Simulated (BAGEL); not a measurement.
# One shape, several levels: quartet SiNH2OF2

We compute a comparison of 4 runs (UHF/STO-3G, ROHF/6-31G*, UHF/6-31G*, ROHF/def2-SVP) of quartet SiNH2OF2. 

Program for the calculation: BAGEL 1.2.2.

3 further runs of the same task are left out: 2 that didn't finish, 1 set aside as unsound or not needed.

**1. The system as given**

SiNH2OF2: 7 atoms, total charge 0, spin state quartet. As SMILES of the parent species, `N[Si]([O])(F)F`. Geometry: relaxed at PBE0-D4/def2-TZVP. This is one conformer, not always the lowest. That shape belongs to the parent species and isn't relaxed for this state.

Bond lengths: N1–Si2 1.698 Å, Si2–O3 1.614 Å, Si2–F4 1.576 Å, Si2–F5 1.576 Å, N1–H6 1.008 Å, N1–H7 1.008 Å. Angles: N1–Si2–O3 102.0°, N1–Si2–F4 110.2°, N1–Si2–F5 110.1°, O3–Si2–F4 113.7°, O3–Si2–F5 113.8°, F4–Si2–F5 107.0°, Si2–N1–H6 120.6°, Si2–N1–H7 120.6°, H6–N1–H7 112.1°.

**2. A single-point energy at UHF/STO-3G (density fitting with qzvpp-jkfit) (run 1)**

The input, job.json:

```json
{ "bagel" : [

{
  "title" : "molecule",
  "basis" : "sto-3g",
  "df_basis" : "qzvpp-jkfit",
  "angstrom" : true,
  "geometry" : [
    { "atom" : "N", "xyz" : [      -0.337200,       0.616000,       0.733600 ] },
    { "atom" : "Si", "xyz" : [       0.308800,      -0.463400,      -0.406400 ] },
    { "atom" : "O", "xyz" : [      -0.535000,      -0.096500,      -1.732100 ] },
    { "atom" : "F", "xyz" : [       0.112100,      -1.949400,       0.079400 ] },
    { "atom" : "F", "xyz" : [       1.859900,      -0.230100,      -0.556400 ] },
    { "atom" : "H", "xyz" : [      -1.252500,       0.460700,       1.127000 ] },
    { "atom" : "H", "xyz" : [      -0.095000,       1.594500,       0.709100 ] }
  ]
},

{
  "title" : "uhf",
  "nopen" : 3
},

{
  "title" : "print",
  "file" : "orbitals.molden",
  "orbitals" : true
}

]}
```

Launch:

```sh
BAGEL_NUM_THREADS=1 BAGEL job.json > job.out
```

What it wrote:

```text
* using 1 threads per process

  ===============================================================
  ===============================================================

  *** Geometry ***

[... 23 lines left out ...]
      * DIIS with orbital gradients will be used.

  === UHF iteration (sto-3g) ===
      0       -609.95781562          0.02805929           0.06
      1       -610.07493277          0.00844144           0.06
      2       -610.08940778          0.00279539           0.06
[... 31 lines of this table left out ...]
     34       -610.10388767          0.00000001           0.06
    * SCF iteration converged.

    * S^2 (UHF) is 3.7664

    * Permanent dipole moment:
           (    0.649421,    -0.937418,    -0.743647) a.u.

    * METHOD: UHF                                  2.30

    * METHOD: PRINT                                0.01

  ===============================================================
```

Wall time 2.7 s (1 thread of Arm Neoverse N1, shared host); peak memory 0.081 GiB.

**3. A single-point energy at ROHF/6-31G(d) (density fitting with qzvpp-jkfit, spherical functions) (run 2)**

The input, input.json:

```json
{ "bagel": [

{
  "title": "molecule",
  "basis": "6-31gs.json",
  "df_basis": "qzvpp-jkfit",
  "angstrom": "true",
  "geometry": [
    { "atom": "N", "xyz": [      -0.337200,       0.616000,       0.733600 ] },
    { "atom": "Si", "xyz": [       0.308800,      -0.463400,      -0.406400 ] },
    { "atom": "O", "xyz": [      -0.535000,      -0.096500,      -1.732100 ] },
    { "atom": "F", "xyz": [       0.112100,      -1.949400,       0.079400 ] },
    { "atom": "F", "xyz": [       1.859900,      -0.230100,      -0.556400 ] },
    { "atom": "H", "xyz": [      -1.252500,       0.460700,       1.127000 ] },
    { "atom": "H", "xyz": [      -0.095000,       1.594500,       0.709100 ] }
  ]
},

{ "title": "rohf", "nopen": 3 },

{ "title": "print", "file": "orbitals.molden", "orbitals": "true" }

]}
```

The basis set 6-31G* is read from a file made from the Basis Set Exchange's data (not shown).

Launch:

```sh
BAGEL_NUM_THREADS=1 BAGEL input.json > input.out
```

What it wrote:

```text
* using 1 threads per process

  ===============================================================
  ===============================================================

  *** Geometry ***

[... 23 lines left out ...]
      * DIIS with orbital gradients will be used.

  === ROHF iteration (6-31gs.json) ===
      0       -617.87516957          0.04364862           0.18
      1       -618.05967633          0.02688635           0.18
      2       -618.12075902          0.01618301           0.18
[... 33 lines of this table left out ...]
     36       -618.15891681          0.00000001           0.19
    * SCF iteration converged.

    * S^2 (ROHF) is 3.7500

    * Permanent dipole moment:
           (    0.095504,    -0.168871,    -0.193028) a.u.

    * METHOD: ROHF                                 6.98

    * METHOD: PRINT                                0.03

  ===============================================================
```

Run time: 7.8 s. Hardware: 1 thread of Arm Neoverse N1, shared host; peak memory 0.11 GiB.

Run 3 isn't shown in full; the table further down has it.

**4. A single-point energy at ROHF/def2-SVP (density fitting with qzvpp-jkfit) (run 4)**

Edit input.json of step 3 so:

```diff
@@ -4,5 +4,5 @@
   "title": "molecule",
-  "basis": "6-31gs.json",
+  "basis": "svp",
   "df_basis": "qzvpp-jkfit",
-  "angstrom": "true",
+  "angstrom": true,
   "geometry": [
@@ -20,3 +20,3 @@
 
-{ "title": "print", "file": "orbitals.molden", "orbitals": "true" }
+{ "title": "print", "file": "orbitals.molden", "orbitals": true }
```

Launch:

```sh
BAGEL_NUM_THREADS=1 BAGEL input.json > input.out
```

What it wrote:

```text
* using 1 threads per process

  ===============================================================
  ===============================================================

  *** Geometry ***

[... 23 lines left out ...]
      * DIIS with orbital gradients will be used.

  === ROHF iteration (svp) ===
      0       -617.54722825          0.03915547           0.20
      1       -617.72498006          0.02479504           0.19
      2       -617.78525956          0.01484693           0.19
[... 31 lines of this table left out ...]
     34       -617.82127758          0.00000001           0.19
    * SCF iteration converged.

    * S^2 (ROHF) is 3.7500

    * Permanent dipole moment:
           (   -0.122712,     0.142161,     0.046137) a.u.

    * METHOD: ROHF                                 7.07

    * METHOD: PRINT                                0.03

  ===============================================================
```

Run time: 7.8 s. Hardware: 1 thread of Arm Neoverse N1, shared host; peak memory 0.12 GiB.

**5. All runs side by side**

```
run                                                                level  energy (Eh)  dipole moment (D)   ⟨S²⟩  wall time
  1                        UHF/STO-3G (density fitting with qzvpp-jkfit)  -610.103888               3.46  3.766      2.7 s
  2  ROHF/6-31G* (density fitting with qzvpp-jkfit, spherical functions)  -618.158917               0.70  3.750      7.8 s
  3   UHF/6-31G* (density fitting with qzvpp-jkfit, spherical functions)  -618.167713               0.65  3.763      6.9 s
  4                     ROHF/def2-SVP (density fitting with qzvpp-jkfit)  -617.821278               0.49  3.750      7.8 s
```

**6. Results**

| quantity | value |
| --- | --- |
| run 4: total energy | -617.82128 Eh |
| run 4: dipole moment | 0.49 D |
| run 4: ⟨S²⟩ | 3.750 |

**Reading.** The dipole moment (its size) runs from 0.49 D (ROHF/def2-SVP) to 3.46 D (UHF/STO-3G). The two ends differ in method and basis. The two dipoles point in opposite directions. In run 1 the basis is minimal, so the values are rough. All runs together took 25 s, the longest 7.8 s.
